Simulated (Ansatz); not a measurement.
# Si: the cost of one run

Program: Ansatz 0.2.0. Level of theory: DFT r2SCAN, scalar-relativistic, plane waves, PAW. These are calculated values, not measurements.

## 1. The starting structure

Symmetry: Fd-3m, No. 227, cubic system. The conventional cell has a = 5.430 Å, b = 5.430 Å, c = 5.430 Å, α = 90.00°, β = 90.00°, γ = 90.00°. Si (site symmetry -43m) has 4 Si at 2.35 Å as nearest neighbours.

As a file:

```cif
data_structure
_symmetry_space_group_name_H-M 'P 1'
_symmetry_Int_Tables_number 1
_cell_length_a 3.8396
_cell_length_b 3.8396
_cell_length_c 5.4300
_cell_angle_alpha 90.000
_cell_angle_beta 90.000
_cell_angle_gamma 90.000
_cell_volume 80.05
loop_
_atom_site_label
_atom_site_type_symbol
_atom_site_fract_x
_atom_site_fract_y
_atom_site_fract_z
_atom_site_occupancy
Si1 Si 0.00000 0.00000 0.00000 1
Si2 Si 0.00000 0.50000 0.75000 1
Si3 Si 0.50000 0.00000 0.25000 1
Si4 Si 0.50000 0.50000 0.50000 1
```

## 2. Relaxing cell and atoms: Si, no spin

input.yaml reads:

```yaml
crystal:
  lattice:
    - [2.715, 2.715, 0.0]
    - [-2.715, 2.715, 0.0]
    - [0.0, 0.0, 5.43]
  atoms:
    - { symbol: Si, position: [0.0, 0.0, 0.0] }
    - { symbol: Si, position: [0.0, 0.5, 0.75] }
    - { symbol: Si, position: [0.5, 0.0, 0.25] }
    - { symbol: Si, position: [0.5, 0.5, 0.5] }
scf:
  occupations: { method: gaussian, width: 0.03 }
output:
  forces: true
  stress: true
hamiltonian:
  xc: r2scan
kpoints:
  mp_grid: { grid: [10, 10, 7] }
relax:
  f_tol: 0.002
  cell: { stress_tol: 0.02 }
```

The run is started by

```bash
$ ansatz run input.yaml --threads 4 --pin off --max-ram 8192MiB --backend cpu --events-out ev --progress --plain --runs-dir out
```

**Question.** How long does this run take on 4 threads of Intel Xeon Platinum 8488C (Sapphire Rapids), shared host, and how much memory does it need?

About 5.7 s, with a peak of 0.6 GiB.
